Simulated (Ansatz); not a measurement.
# TaAl3N4: the cost of one run

Computed with Ansatz 0.2.0 (DFT PBE, scalar-relativistic, plane waves, PAW, unless a step's input says otherwise).

## Step 1: The structure to begin with

The structure is tetragonal, space group I4/mmm (No. 139). Conventional cell: a = 4.714 Å, b = 4.714 Å, c = 9.428 Å, α = 90.00°, β = 90.00°, γ = 90.00°. Ta (site symmetry 4/mmm) is surrounded by 6 N at 2.36 Å. Al (site symmetry -4m2) has 6 N at 2.36 Å as nearest neighbours. Around Al (site symmetry 4/mmm) lie 6 N at 2.36 Å. Around N (site symmetry mmm) lie 2 Ta at 2.36 Å and 4 Al at 2.36 Å. N (site symmetry 4mm) is surrounded by 5 Al at 2.36 Å and 1 Ta at 2.36 Å.

As a file:

```
CELL_PARAMETERS angstrom
-2.35702 2.35702 4.71405
2.35702 -2.35702 4.71405
2.35702 2.35702 -4.71405
ATOMIC_POSITIONS crystal
Ta 0.50000 0.50000 0.00000
Al 0.25000 0.75000 0.50000
Al 0.75000 0.25000 0.50000
Al 0.00000 0.00000 0.00000
N 0.50000 0.00000 0.50000
N 0.00000 0.50000 0.50000
N 0.25000 0.25000 0.00000
N 0.75000 0.75000 0.00000
```

The start is an ordering of an alloy on its end members' structure types: elements ordered on the sites of the TaN type, Ta/Al on Ta (I4/mmm, No. 139).

## Step 2: The guess as it stands, on a coarse mesh

File input.yaml:

```yaml
crystal:
  lattice:
    - [-2.35702337, 2.35702337, 4.71404674]
    - [2.35702337, -2.35702337, 4.71404674]
    - [2.35702337, 2.35702337, -4.71404674]
  atoms:
    - { symbol: Ta, position: [0.5, 0.5, 0.0] }
    - { symbol: Al, position: [0.25, 0.75, 0.5] }
    - { symbol: Al, position: [0.75, 0.25, 0.5] }
    - { symbol: Al, position: [0.0, 0.0, 0.0] }
    - { symbol: "N", position: [0.5, 0.0, 0.5] }
    - { symbol: "N", position: [0.0, 0.5, 0.5] }
    - { symbol: "N", position: [0.25, 0.25, 0.0] }
    - { symbol: "N", position: [0.75, 0.75, 0.0] }
basis:
  ecutwfc: 420
kpoints:
  mp_grid: { grid: [6, 6, 6] }
hamiltonian:
  xc: pbe
scf:
  occupations: { method: gaussian, width: 0.1 }
  lower_state_search: "off"
output:
  forces: true
  stress: true
  eigenvalues: true
```

Launch:

```bash
$ ansatz run input.yaml --threads 1 --pin off --max-ram 2560MiB --backend cpu --events-out ev --progress --plain --runs-dir out
```

**Question.** How long does this run take on 1 thread of Intel Xeon at 2.50GHz (Skylake/Cascade Lake), shared host, and how much memory does it need?

About 11 s, with a peak of 0.42 GiB.
